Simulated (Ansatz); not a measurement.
This script drives Ansatz 0.2.0 through its Python package.

`ch2gano.py`
```python
"""Minimum-energy structure of CH2GaNO."""

import itertools
import logging
import sys

import ansatz
from ase.data import atomic_numbers, covalent_radii
import numpy as np

logging.basicConfig(stream=sys.stdout, format="%(levelname)s %(message)s")
log = logging.getLogger("calc")
log.setLevel(logging.INFO)

config = {
    "basis": "def2-SVP",
    "xc": "pbe0",
}

geometry_ang = [
    ("N", (0.9543, -0.7321, -0.8253)),
    ("C", (0.2211, -0.6473, 0.2571)),
    ("O", (-0.1873, -1.2221, 1.4471)),
    ("Ga", (-0.7544, 0.5939, 0.8059)),
    ("H", (0.851, 0.0944, -1.5355)),
    ("H", (-1.0426, 1.8492, -0.1955)),
]
mol = ansatz.Crystal.molecule()
for symbol, xyz in geometry_ang:
    mol = mol.atom(symbol, xyz)

job = (
    mol.calculation()
    .basis(gaussian=config["basis"])  # atom-centred Gaussian functions
    .functional(config["xc"])
    .accuracy("medium")  # preset for grids and thresholds
    .scf(lower_state_search="off")
)
symbols = [site.symbol for site in mol.cartesian_sites]
start = np.array([site.position_ang for site in mol.cartesian_sites], dtype=float)
rep = job.relax(force_tolerance=0.005).run().report
end = np.array(rep["positions_ang"])

log.info("reference energy %16.6f eV" % rep["reference_energy_ev"])
log.info("total energy     %16.6f eV" % rep["free_energy_ev"])
print("occupied orbitals outside the frozen core (up, down):", rep["n_occupied"], " frozen:", rep["n_frozen"], " virtual:", rep["n_virtual"])

# pairs closer than 1.2 times the sum of covalent radii, before or after
radius = [covalent_radii[atomic_numbers[s]] for s in symbols]
span = lambda where, i, j: np.linalg.norm(where[i] - where[j])
bonded = [(i, j) for i, j in itertools.combinations(range(len(symbols)), 2) if min(span(start, i, j), span(end, i, j)) < 1.2 * (radius[i] + radius[j])]
log.info("pair        before    after (A)")
for i, j in bonded:
    print(f"{symbols[i]}{i}-{symbols[j]}{j}".ljust(10), f"{span(start, i, j):8.4f} {span(end, i, j):8.4f}")

charges = rep["charge_distribution"]
dipole = np.array(charges["dipole_moment_e_ang"]) * 4.803205
log.info("dipole (D): {:.3f} {:.3f} {:.3f}, length {:.3f}".format(*dipole, np.linalg.norm(dipole)))
log.info("atom  Mulliken   Lowdin")
for symbol, m, l in zip(symbols, charges["mulliken_charges_e"], charges["lowdin_charges_e"]):
    log.info(f"{symbol:4s} {m:9.3f} {l:8.3f}")
with open("ch2gano_opt.xyz", "w") as handle:
    handle.write(f"{len(symbols)}\nrelaxed CH2GaNO\n")
    handle.writelines(f"{s:2s} {x:11.6f} {y:11.6f} {z:11.6f}\n" for s, (x, y, z) in zip(symbols, end))
```

It is started by `python ch2gano.py`. Estimate its wall time and peak memory on 1 thread of Arm Neoverse V1 (shared host).

It took about 96 s, with a peak of 0.23 GiB, for 1 run of the engine.

Running `python ch2gano.py` prints:
```text
INFO reference energy    -56961.245294 eV
INFO total energy        -56961.245294 eV
occupied orbitals outside the frozen core (up, down): [27, 27]  frozen: 0  virtual: [57, 57]
INFO pair        before    after (A)
N0-C1        1.3101   1.2017
N0-H4        1.0946   1.0079
C1-O2        1.3832   1.1706
C1-Ga3       1.6713   3.6185
O2-Ga3       2.0076   2.6551
Ga3-H5       1.6315   1.6769
INFO dipole (D): 2.164 -1.428 -2.116, length 3.346
INFO atom  Mulliken   Lowdin
INFO N       -0.170    0.065
INFO C        0.220   -0.144
INFO O       -0.186    0.164
INFO Ga       0.130    0.010
INFO H        0.194    0.058
INFO H       -0.189   -0.153
```

`ch2gano_opt.xyz`, as written:
```text
6
relaxed CH2GaNO
N     1.353401   -1.572681   -0.637568
C     0.567013   -0.804152   -0.152848
O    -0.208350   -0.146368    0.427256
Ga   -1.416806    2.204255    0.174958
H     1.875588   -1.556420   -1.499510
H    -2.128747    1.811366    1.641513
```

Notes:
- The settings weren't tested for convergence.
- The end point is the stationary point reached from this start; no frequency run checks that it is a minimum, and the basis set is modest.
- The Löwdin charges here are taken after orthogonalising the functions within each atom; they differ from plain Löwdin charges, and their signs can be unphysical.
- The bonding changed during the relaxation, so the end is another isomer than the start names.
